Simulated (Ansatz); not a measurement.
# CH₂BLiO (SMILES [Li][B]=CO): one structure at several levels

Aim: energy, forces and dipole at a structure displaced at random from a GFN2-xTB minimum, from CCSD(T) and from density functionals.

Computed with Ansatz 0.2.0, Gaussian basis. Level: single points in def2-TZVPP.

Cores are frozen in the correlated methods. The outer core shell of Li, Na, Mg and K is correlated.

**1. Where the work starts**

SMILES `[Li][B]=CO`, 6 atoms, charge 0, spin multiplicity 1.

Atoms are counted from 1 here; the program's logs count them from 0.

Bond lengths: Li1–B2 1.972 Å, B2–C3 1.590 Å, C3–O4 1.376 Å, C3–H5 0.984 Å, O4–H6 0.898 Å. Angles: Li1–B2–C3 169.3°, B2–C3–O4 126.9°, B2–C3–H5 109.6°, O4–C3–H5 122.8°, C3–O4–H6 123.1°.

Geometry (Å):

```
Li   -1.8099    2.4122    0.3686
B    -0.6086    0.8683    0.1190
C     0.5669   -0.1982    0.0329
O     0.4653   -1.5079   -0.3776
H     1.4316    0.2528    0.1668
H    -0.3210   -1.9221   -0.5076
```

**2. CCSD(T)/def2-TZVPP**

run/in.yaml reads:

```yaml
crystal:
  periodic: [false, false, false]
  atoms:
    - {symbol: Li, position_ang: [-1.809900, 2.412200, 0.368600]}
    - {symbol: B, position_ang: [-0.608600, 0.868300, 0.119000]}
    - {symbol: C, position_ang: [0.566900, -0.198200, 0.032900]}
    - {symbol: O, position_ang: [0.465300, -1.507900, -0.377600]}
    - {symbol: H, position_ang: [1.431600, 0.252800, 0.166800]}
    - {symbol: H, position_ang: [-0.321000, -1.922100, -0.507600]}
basis:
  gaussian: {orbitals: def2-TZVPP}
correlation: {method: ccsd_t}
output: {forces: true}
```

The command line of these runs was not kept.

**3. PBE0-D4/def2-TZVPP**

Changes to run/in.yaml since step 2:

```diff
@@ -11,3 +11,3 @@
   gaussian: {orbitals: def2-TZVPP}
-correlation: {method: ccsd_t}
-output: {forces: true}
+hamiltonian: {xc: pbe0, dispersion: d4}
+output: {forces: true, orbitals: {seedname: orbitals}}
```

**4. wB97M-V/def2-TZVPP**

Changes to run/in.yaml since step 3:

```diff
@@ -11,3 +11,3 @@
   gaussian: {orbitals: def2-TZVPP}
-hamiltonian: {xc: pbe0, dispersion: d4}
-output: {forces: true, orbitals: {seedname: orbitals}}
+hamiltonian: {xc: {name: wB97M-V}}
+output: {forces: true}
```

**5. r2SCAN-D4/def2-TZVPP**

Changes to run/in.yaml since step 4:

```diff
@@ -11,3 +11,3 @@
   gaussian: {orbitals: def2-TZVPP}
-hamiltonian: {xc: {name: wB97M-V}}
+hamiltonian: {xc: r2scan, dispersion: d4}
 output: {forces: true}
```

**6. PBE-D4/def2-TZVPP**

Changes to run/in.yaml since step 5:

```diff
@@ -11,3 +11,3 @@
   gaussian: {orbitals: def2-TZVPP}
-hamiltonian: {xc: r2scan, dispersion: d4}
+hamiltonian: {xc: pbe, dispersion: d4}
 output: {forces: true}
```

**7. LC-wPBE/def2-TZVPP**

Changes to run/in.yaml since step 6:

```diff
@@ -11,3 +11,3 @@
   gaussian: {orbitals: def2-TZVPP}
-hamiltonian: {xc: pbe, dispersion: d4}
+hamiltonian: {xc: {name: LC-wPBE}}
 output: {forces: true}
```

**8. B97M-V/def2-TZVPP**

Changes to run/in.yaml since step 7:

```diff
@@ -11,3 +11,3 @@
   gaussian: {orbitals: def2-TZVPP}
-hamiltonian: {xc: {name: LC-wPBE}}
+hamiltonian: {xc: {name: B97M-V}}
 output: {forces: true}
```

(Steps that only read results are left out.)

**Question.** What will these runs give? Wanted: energy less free atoms, CCSD(T)/def2-TZVPP; RMS force component; RMS force error; HOMO and LUMO, PBE0-D4; T1 diagnostic.

**Answer**, as computed:

```
                                  quantity                                                                                          value
energy less free atoms, CCSD(T)/def2-TZVPP                                                                                -431.8 kcal/mol
                       RMS force component                                                           3.185 to 3.416 eV/Å over the methods
                           RMS force error  PBE0-D4 0.240, wB97M-V 0.242, r2SCAN-D4 0.154, PBE-D4 0.216, LC-wPBE 0.364, B97M-V 0.184 eV/Å
                    HOMO and LUMO, PBE0-D4                                                                             -4.11 and -1.29 eV
                             T1 diagnostic                                                                                          0.015
```

**Reading.** Against CCSD(T) the functionals' energies less atoms differ by -33.6 to -10.8 kcal/mol, PBE-D4 by -33.6 kcal/mol. CCSD(T) in triple zeta still lacks some correlation energy of the bonds, so part of these gaps is its own basis error and they don't rank the functionals. The forces of r2SCAN-D4 come nearest to CCSD(T), those of LC-wPBE are farthest. Frozen-core CCSD(T) forces in triple zeta carry basis errors of their own, and this is one geometry, so small gaps rank nothing. The restricted Hartree–Fock reference is unstable towards an unrestricted one at one or more of these structures.
